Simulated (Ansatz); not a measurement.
# C3H8F2Si: ionisation energy by level of theory

An exercise on one series of results from a longer session: the logs are not shown, and one member is left open.

Program: Ansatz 0.2.0, Gaussian basis. Level of theory: unrestricted cation, the program's frozen cores in correlated methods. These are calculated values, not measurements.

Plan: UKS PBE-D4/def2-TZVPP; UKS r2SCAN-D4/def2-TZVPP; UKS PBE0-D4/def2-TZVPP; UKS B3LYP-D4/def2-TZVPP; UKS wB97X-V/def2-TZVPP; UKS wB97M-V/def2-TZVPP; UKS B2PLYP/def2-TZVPP; UHF-CCSD(T)/def2-TZVPP; UHF-MP2/def2-QZVPP; extrapolation to the limit; then −ε(HOMO) from the neutral's earlier runs with LDA (SPW92), PBE-D4, revPBE-D4, BLYP-D4, r2SCAN-D4, B97M-V, PBE0-D4, B3LYP-D4, r2SCANh-D4, r2SCAN0-D4, HSE06-D4, BHLYP-D4, CAM-B3LYP-D4, LC-ωPBE, ωB97X-V, ωB97M-V.

1 further run of the same task is left out (it didn't finish).

**The geometry**

The geometry comes from an earlier relaxation with PBE0-D4 in a triple-zeta def2 set; it is a stationary point, not always the lowest conformer.

SMILES `CC(C)[SiH](F)F`, 14 atoms, charge 0, spin multiplicity 1.

Atoms are counted from 1 here; the program's logs count them from 0.

Bond lengths: C1–C2 1.528 Å, C1–H7 1.093 Å, C1–H8 1.092 Å, C1–H9 1.094 Å, C2–C3 1.529 Å, C2–Si4 1.854 Å, C2–H10 1.099 Å, C3–H11 1.093 Å, C3–H12 1.094 Å, C3–H13 1.094 Å, Si4–F5 1.593 Å, Si4–F6 1.592 Å, Si4–H14 1.479 Å. Angles: C2–C1–H7 111.1°, C2–C1–H8 112.0°, C2–C1–H9 110.5°, H7–C1–H8 107.8°, H7–C1–H9 107.4°, H8–C1–H9 107.8°, C1–C2–C3 111.8°, C1–C2–Si4 111.9°, C1–C2–H10 108.5°, C3–C2–Si4 110.6°, C3–C2–H10 108.4°, Si4–C2–H10 105.3°, C2–C3–H11 111.1°, C2–C3–H12 110.6°, C2–C3–H13 112.3°, H11–C3–H12 107.4°, H11–C3–H13 107.7°, H12–C3–H13 107.5° and more.

The first run:

in.yaml reads:

```yaml
crystal:
  periodic: [false, false, false]
  atoms:
    - {symbol: C, position_ang: [-1.516357, -0.108463, -0.077453]}
    - {symbol: C, position_ang: [-0.089005, 0.049754, 0.445916]}
    - {symbol: C, position_ang: [0.644392, -1.290592, 0.511299]}
    - {symbol: Si, position_ang: [0.880820, 1.276234, -0.551186]}
    - {symbol: F, position_ang: [0.992294, 0.778385, -2.060423]}
    - {symbol: F, position_ang: [0.124095, 2.676639, -0.589352]}
    - {symbol: H, position_ang: [-1.520045, -0.509434, -1.094584]}
    - {symbol: H, position_ang: [-2.054782, 0.841624, -0.091539]}
    - {symbol: H, position_ang: [-2.080021, -0.803915, 0.551373]}
    - {symbol: H, position_ang: [-0.133323, 0.471127, 1.460230]}
    - {symbol: H, position_ang: [0.716567, -1.748018, -0.479250]}
    - {symbol: H, position_ang: [0.108246, -1.991162, 1.157789]}
    - {symbol: H, position_ang: [1.659319, -1.189568, 0.905620]}
    - {symbol: H, position_ang: [2.254999, 1.518188, -0.059638]}
basis:
  gaussian: {orbitals: def2-TZVPP}
total_charge: 1
magnetization: {spin_polarized: true, initial_magnetization: 1}
hamiltonian: {xc: pbe, dispersion: d4}
```

Steps of the session up to this table: Cation, UKS PBE-D4/def2-TZVPP; Cation, UKS r2SCAN-D4/def2-TZVPP; Cation, UKS PBE0-D4/def2-TZVPP; Cation, UKS B3LYP-D4/def2-TZVPP; Cation, UKS wB97X-V/def2-TZVPP; Cation, UKS wB97M-V/def2-TZVPP; Cation, UKS B2PLYP (frozen core)/def2-TZVPP; Cation, UHF-CCSD(T)/def2-TZVPP; Cation, UHF-MP2/def2-QZVPP.

One table of the session follows, with a row left open; its other results are not shown here.

It belongs to the step «Ionisation energies side by side». For comparison, −ε(HOMO) of the neutral from earlier runs:

```
  functional  −ε(HOMO) (eV)
 LDA (SPW92)           7.20
      PBE-D4           7.11
   revPBE-D4           7.07
     BLYP-D4              ?
   r2SCAN-D4           7.39
      B97M-V           7.52
     PBE0-D4           8.46
    B3LYP-D4           8.28
  r2SCANh-D4           7.89
  r2SCAN0-D4           8.64
    HSE06-D4           8.06
    BHLYP-D4           9.78
CAM-B3LYP-D4           9.87
     LC-ωPBE          11.17
     ωB97X-V          10.84
     ωB97M-V          10.69
```

Q: Estimate the row for BLYP-D4 from the others.

Worked estimate for «−ε(HOMO) (eV)». Against the share of exact exchange, B3LYP-D4 (0.2, 8.28), BHLYP-D4 (0.5, 9.78) give a slope of 5.00 per unit share; at 0 the line stands at 7.28.

**Answer.** −ε(HOMO) (eV): 7.04. In «−ε(HOMO) (eV)» the line misses by +0.24.
